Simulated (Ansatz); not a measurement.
# Cl2H2NOSi: the cost of one run

Program: Ansatz 0.2.0, Gaussian basis. Level of theory: functionals in def2-TZVPP, the program's frozen cores in correlated methods. These are calculated values, not measurements.

Levels to be run: PBE-D4, r2SCAN-D4, PBE0-D4, B3LYP-D4, ωB97X-V, ωB97M-V, B2PLYP; CCSD(T)/def2-TZVPP; MP2/def2-QZVPP; extrapolation to the limit.

### 1 The geometry

All runs share one geometry, relaxed beforehand with PBE0-D4 in a triple-zeta def2 set.

SMILES `N[Si]([O])(Cl)Cl`, 7 atoms, charge 0, spin multiplicity 2.

Atoms are counted from 1 here; the program's logs count them from 0.

Bond lengths: N1–Si2 1.707 Å, N1–H6 1.009 Å, N1–H7 1.009 Å, Si2–O3 1.616 Å, Si2–Cl4 2.028 Å, Si2–Cl5 2.028 Å. Angles: Si2–N1–H6 119.8°, Si2–N1–H7 119.9°, H6–N1–H7 112.5°, N1–Si2–O3 100.7°, N1–Si2–Cl4 110.0°, N1–Si2–Cl5 109.9°, O3–Si2–Cl4 113.4°, O3–Si2–Cl5 113.4°, Cl4–Si2–Cl5 109.2°.

Coordinates:

| atom | x (Å) | y (Å) | z (Å) |
| --- | --- | --- | --- |
| N1 | 0.08919 | 0.32016 | 1.01946 |
| Si2 | -0.08805 | -0.16642 | -0.60658 |
| O3 | 1.20299 | -1.12340 | -0.77473 |
| Cl4 | -1.84992 | -1.14112 | -0.84908 |
| Cl5 | -0.05217 | 1.45679 | -1.82203 |
| H6 | 0.80476 | 0.98655 | 1.26912 |
| H7 | -0.10680 | -0.33254 | 1.76382 |

### 2 PBE-D4 (GGA)

The input, in.yaml:

```yaml
crystal:
  periodic: [false, false, false]
  atoms:
    - {symbol: N, position_ang: [0.089193, 0.320159, 1.019461]}
    - {symbol: Si, position_ang: [-0.088046, -0.166420, -0.606577]}
    - {symbol: O, position_ang: [1.202989, -1.123404, -0.774730]}
    - {symbol: Cl, position_ang: [-1.849919, -1.141123, -0.849081]}
    - {symbol: Cl, position_ang: [-0.052167, 1.456792, -1.822032]}
    - {symbol: H, position_ang: [0.804759, 0.986550, 1.269117]}
    - {symbol: H, position_ang: [-0.106799, -0.332544, 1.763822]}
basis:
  gaussian: {orbitals: def2-TZVPP}
magnetization: {spin_polarized: true, initial_magnetization: 1}
hamiltonian: {xc: pbe, dispersion: d4}
output: {forces: true, orbitals: {seedname: orbitals}}
```

Command:

```console
$ ansatz run in.yaml --threads 2 --pin off --events-out ev --progress --plain --max-ram 31744MiB --backend cpu
```

Q: Estimate wall time and peak memory on 2 threads of AMD EPYC 7R13, shared host.

About 7 s, with a peak of 0.4 GiB.
